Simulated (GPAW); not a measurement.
**GeTe (SMILES [Ge][Te]) at PBEsol-D3(0)/real-space grid (scalar-relativistic datasets, stencil 4)**

Aim: a structure relaxation of GeTe. 

The calculation is run with GPAW 26.7.0.

7 further runs of the same task are left out: 1 that didn't finish, 6 set aside as unsound or not needed.

**1. Starting point**

The species is GeTe (2 atoms), meant as a singlet with charge 0. As SMILES, `[Ge][Te]`. The bond length is the measured one. The run starts from this shape.

Bond lengths: Ge1–Te2 2.340 Å.

**2. A geometry optimisation at PBEsol-D3(0)/real-space grid (scalar-relativistic datasets, stencil 4)**

molecule.xyz reads:

```xyz
2

Ge     0.000000     0.000000     0.000000
Te     0.000000     0.000000     2.340165
```

run.py reads:

```python
from ase.calculators.mixing import SumCalculator
from ase.io import read, write
from ase.optimize import LBFGS
from dftd3.ase import DFTD3
from gpaw import FD, GPAW, setup_paths
from gpaw.atom.configurations import parameters
from gpaw.atom.generator import Generator
from gpaw.utilities.adjust_cell import adjust_cell

atoms = read("molecule.xyz")
adjust_cell(atoms, 6.0, h=0.16)

for symbol in ["Ge", "Te"]:
    Generator(symbol, xcname="PBEsol", scalarrel=True, nofiles=True, txt=None).run(**parameters[symbol])
setup_paths.insert(0, ".")

calc = GPAW(mode=FD(nn=4),
            h=0.16,
            xc="PBEsol",
            occupations={"name": "methfessel-paxton", "width": 0.01},
            maxiter=80,
            symmetry="off",
            txt="-")
atoms.calc = SumCalculator([DFTD3(method="PBEsol", damping="d3zero"), calc])

opt = LBFGS(atoms, trajectory="molecule.traj")
converged = opt.run(fmax=0.05, steps=40)
print("Converged:", converged)
print(f"Final energy = {atoms.get_potential_energy():.5f} eV")
print(f"r(Te1-Ge0)              {atoms.get_distance(1, 0):.4f} Ang")
write("relaxed.xyz", atoms)
```

On the command line:

```console
python run.py > run.log
```

Standard output:

```text
[...]
Number of symmetries: 1
[...]
  Number of IBZ points: 1
[...]
Spin-components: 1 (collinear spins)
Bands:           8
[...]
  Valence electrons: 10.0
[...]
  Grid points: [76 76 92]
  Charge: 0.0  # |e|
[...]
    cutoffs:
[...]
occupation numbers:
  Methfessel-Paxton:
[...]
xc functional:
  name: PBEsol with 2 nearest neighbor stencil
[...]
|iter     |     time |      energy | eigst |  dens |
[...]
|iter:   1| 00:00:09 |   -6.759982 | +0.86 |       |
[...]
Converged in 16 steps
[...]
dipole moment: (0.000000, 0.000000, -0.244512)  # |e|*Ang
Fermi level: -4.963
[...]
Converged in 9 steps
[...]
|iter:   9| 00:02:01 |   -6.541319c| -7.54c| -5.35c|
Converged in 9 steps
[...]
Energy contributions relative to reference atoms: (reference = -241767.668516)
Energy contributions:
  Kinetic:          15.858176
  Coulomb:         -16.984214
  Zero:              0.143674
  External:          0.000000
  Xc:               -5.558955
  Entropy:           0.000000
  Spinorbit:         0.000000
  ----------------------------
  Free energy:      -6.541319
  Extrapolated:     -6.541319
dipole moment: (0.000010, 0.000010, -0.249507)  # |e|*Ang
Fermi level: -4.963
Eigenvalues  # (at kpt = [0.000, 0.000, 0.000])
| band index |      eig [eV] | occ [0-2] |
|------------|---------------|-----------|
|          0 |       -15.739 |     2.000 |
|          1 |       -11.477 |     2.000 |
|          2 |        -6.356 |     2.000 |
|          3 |        -6.210 |     2.000 |
|          4 |        -6.210 |     2.000 |
|          5 |        -3.302 |     0.000 |
|          6 |        -3.302 |     0.000 |
|          7 |        -0.563 |     0.000 |
Gap: 2.908 eV
Transition (v -> c):
[...]
Forces  # eV/Ang
|        x |        y |       z |
|----------|----------|---------|
| -0.00000 | -0.00000 | 0.01725 |  # Ge   0
|  0.00000 | -0.00000 | 0.01116 |  # Te   1
Force computation time: 0.150  # s
LBFGS:    2 hh:mm:ss       -6.541797        0.015616
Converged: True
Final energy = -6.54180 eV
r(Te1-Ge0)              2.3465 Ang
```

Wall time 2.1 min (1 thread of Intel Xeon 6975P-C (Granite Rapids), shared host); peak memory 1.1 GiB.

Steps, from the record of the run:

```tsv
step	energy from the first frame kept (eV)	largest force (eV/Å)
0	0.0000	0.1231
1	-0.0003	0.0673
2	-0.0004	0.0156
```

After the run. Bond lengths: Ge1–Te2 2.346 Å.

**3. Summary of results**

At PBEsol-D3(0)/real-space grid (scalar-relativistic datasets, stencil 4):

| quantity | value |
| --- | --- |
| energy as printed (from the program's reference atoms) | -6.5418 eV |
| dipole moment | 1.20 D |
| HOMO energy | -6.21 eV |
| LUMO energy | -3.30 eV |
| HOMO–LUMO gap | 2.91 eV |
| bond length | 2.346 Å |
| dispersion energy | -0.05 kJ/mol |

In words: At the final geometry: Bond lengths: Ge1–Te2 2.346 Å. The optimisation took 2 steps and changed the energy by -0.000 eV.
